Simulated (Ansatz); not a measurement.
# AlGa2P3: the cost of one run

Computed with Ansatz 0.2.0 (DFT PBE, scalar-relativistic, plane waves, PAW, unless a step's input says otherwise).

### 1 The structure to begin with

Symmetry: I-4m2, No. 119, tetragonal system. The conventional cell has a = 3.761 Å, b = 3.761 Å, c = 15.955 Å, α = 90.00°, β = 90.00°, γ = 90.00°. Around Al (site symmetry -4m2) lie 4 P at 2.30 Å. Ga (site symmetry 2mm) is surrounded by 4 P at 2.30 Å. P (site symmetry -4m2) is surrounded by 4 Ga at 2.30 Å. P (site symmetry 2mm) has 2 Al at 2.30 Å and 2 Ga at 2.30 Å as nearest neighbours.

Coordinates:

```
CELL_PARAMETERS angstrom
-1.88030 1.88030 7.97744
1.88030 -1.88030 7.97744
1.88030 1.88030 -7.97744
ATOMIC_POSITIONS crystal
Al 0.00000 0.00000 0.00000
Ga 0.66667 0.66667 0.00000
Ga 0.33333 0.33333 0.00000
P 0.25000 0.75000 0.50000
P 0.91667 0.41667 0.50000
P 0.58333 0.08333 0.50000
```

The start is an ordering of an alloy on its end members' structure types: elements ordered on the sites of the GaP type, Al/Ga on Ga (I-4m2, No. 119).

### 2 Probe: one point on a coarse mesh

input.yaml

```yaml
crystal:
  lattice:
    - [-1.88030094, 1.88030094, 7.97744129]
    - [1.88030094, -1.88030094, 7.97744129]
    - [1.88030094, 1.88030094, -7.97744129]
  atoms:
    - { symbol: Al, position: [0.0, 0.0, 0.0] }
    - { symbol: Ga, position: [0.66666667, 0.66666667, 0.0] }
    - { symbol: Ga, position: [0.33333333, 0.33333333, 0.0] }
    - { symbol: P, position: [0.25, 0.75, 0.5] }
    - { symbol: P, position: [0.91666667, 0.41666667, 0.5] }
    - { symbol: P, position: [0.58333333, 0.08333333, 0.5] }
basis:
  ecutwfc: 420
kpoints:
  mp_grid: { grid: [6, 6, 6] }
hamiltonian:
  xc: pbe
scf:
  occupations: { method: gaussian, width: 0.1 }
  lower_state_search: "off"
output:
  forces: true
  stress: true
  eigenvalues: true
```

Launch:

```console
$ ansatz run input.yaml --threads 1 --pin off --max-ram 2560MiB --backend cpu --events-out ev --progress --plain --runs-dir out
```

**Question.** How long does this run take on 1 thread of AMD EPYC 9R45 (Zen 5), shared host, and how much memory does it need?

About 3.9 s, with a peak of 0.4 GiB.
